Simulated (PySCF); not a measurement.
**SrN (quartet): changing the method**

Starting from one script, swap the method and compare what comes out for SrN (quartet).

Method: method and basis as typed in the scripts; program: PySCF 2.14.0.

5 further runs of the same task are left out: 1 for a known fault of the program, 4 that didn't finish.

**1. The starting structure**

SrN (quartet): 2 atoms, charge 0, spin multiplicity 4.

Bond lengths: Sr1–N2 2.129 Å.

**2. The base run**

Contents of input.py:

```python
from pyscf import gto, scf, mp

mol = gto.M(
    atom='Sr 0 0 0; N 0 0 2.129',
    basis='def2-svp',
    ecp={'Sr': 'def2-svp'},
    charge=0,
    spin=3,
    verbose=4,
)
mf = scf.UHF(mol)
mf.kernel()
mp.MP2(mf).kernel()
mf.dip_moment()
print('orbital energies (hartree):', [e[max(0, n-3):n+3].round(4) for e, n in zip(mf.mo_energy, mol.nelec)])
```

The run is started by

```bash
$ OMP_NUM_THREADS=1 python input.py
```

**3. B3lyp5 (UKS)**

Run 1 changes functional: none (Hartree–Fock) → b3lyp5; SCF type: UHF → UKS; step after the SCF: mp2 → analyze.

Edit input.py of step 2 so:

```diff
@@ -1,2 +1,2 @@
-from pyscf import gto, scf, mp
+from pyscf import gto, dft
 
@@ -10,5 +10,5 @@
 )
-mf = scf.UHF(mol)
+mf = dft.UKS(mol, xc='b3lyp5')
 mf.kernel()
-mp.MP2(mf).kernel()
+mf.mulliken_pop()
 mf.dip_moment()
```

**4. Pw6b95 (UKS)**

Run 2 changes functional: none (Hartree–Fock) → pw6b95; SCF type: UHF → UKS; step after the SCF: mp2 → analyze.

Edit input.py of step 2 so:

```diff
@@ -1,2 +1,2 @@
-from pyscf import gto, scf, mp
+from pyscf import gto, dft
 
@@ -10,5 +10,5 @@
 )
-mf = scf.UHF(mol)
+mf = dft.UKS(mol, xc='pw6b95')
 mf.kernel()
-mp.MP2(mf).kernel()
+mf.mulliken_pop()
 mf.dip_moment()
```

**5. Population analysis**

Run 3 changes step after the SCF: mp2 → analyze.

Edit input.py of step 2 so:

```diff
@@ -1,2 +1,2 @@
-from pyscf import gto, scf, mp
+from pyscf import gto, scf
 
@@ -12,3 +12,3 @@
 mf.kernel()
-mp.MP2(mf).kernel()
+mf.mulliken_pop()
 mf.dip_moment()
```

**6. MP2**

Run 4 changes frozen orbitals: none → 1.

Edit input.py of step 2 so:

```diff
@@ -12,3 +12,3 @@
 mf.kernel()
-mp.MP2(mf).kernel()
+mp.MP2(mf, frozen=1).kernel()
 mf.dip_moment()
```

**7. NEVPT2 (ROHF)**

Run 5 changes step after the SCF: mp2 → nevpt2; SCF type: UHF → ROHF; active space: none → 3 electrons in 4 orbitals.

Contents of input.py:

```python
from pyscf import gto, scf, mcscf, mrpt

mol = gto.M(
    atom='Sr 0 0 0; N 0 0 2.129',
    basis='def2-svp',
    ecp={'Sr': 'def2-svp'},
    charge=0,
    spin=3,
    verbose=4,
)
mf = scf.ROHF(mol)
mf.kernel()
mc = mcscf.CASSCF(mf, 4, 3)
mc.kernel()
mc.analyze()
mrpt.NEVPT(mc).kernel()
mf.dip_moment()
print('orbital energies (hartree):', mf.mo_energy[..., max(0, mol.nelec[1]-3):mol.nelec[0]+3].round(4))
```

**8. Stability test**

Run 6 changes step after the SCF: mp2 → stability.

Edit input.py of step 2 so:

```diff
@@ -1,2 +1,2 @@
-from pyscf import gto, scf, mp
+from pyscf import gto, scf
 
@@ -12,3 +12,3 @@
 mf.kernel()
-mp.MP2(mf).kernel()
+mf.stability(internal=True, external=True)
 mf.dip_moment()
```

Before running it: what results should come out? Wanted: for each run, E(SCF); from base; gap, α spin; SCF dipole; after the SCF.

The runs gave:

| run | E(SCF) (hartree) | from base (eV) | cycles | gap, α spin (eV) | SCF dipole (D) | after the SCF |
| --- | --- | --- | --- | --- | --- | --- |
| base | -84.659668 | 0 | 13 | 5.56 | 2.36 | MP2 correlation -4.672 eV |
| b3lyp5 (UKS) | -85.207992 | not comparable | 12 | 2.64 | 2.98 | n/a |
| pw6b95 (UKS) | -85.313003 | not comparable | 13 | 2.91 | 2.94 | n/a |
| population analysis | -84.659668 | 0.0000 | 13 | 5.56 | 2.36 | n/a |
| MP2 | -84.659668 | 0.0000 | 13 | 5.56 | 2.36 | MP2 correlation -4.616 eV, core frozen |
| NEVPT2 (ROHF) | -84.654093 | +0.1517 | 14 | n/a | 2.45 | NEVPT2 correlation -4.793 eV (from the SCF energy, the CASSCF gain included) |
| stability test | -84.659668 | 0.0000 | 13 | 5.56 | 2.36 | unstable: UHF/UKS -> GHF/GKS |

In words: The α-spin gap between the frontier levels is 2.6 eV with b3lyp5 (20 % exact exchange) and 2.9 eV with pw6b95 (28 %). Total energies of different functionals can't be compared with each other; differences within one functional can. The dearest run is “pw6b95 (UKS)”, at 5.7 s against 1.5 s.
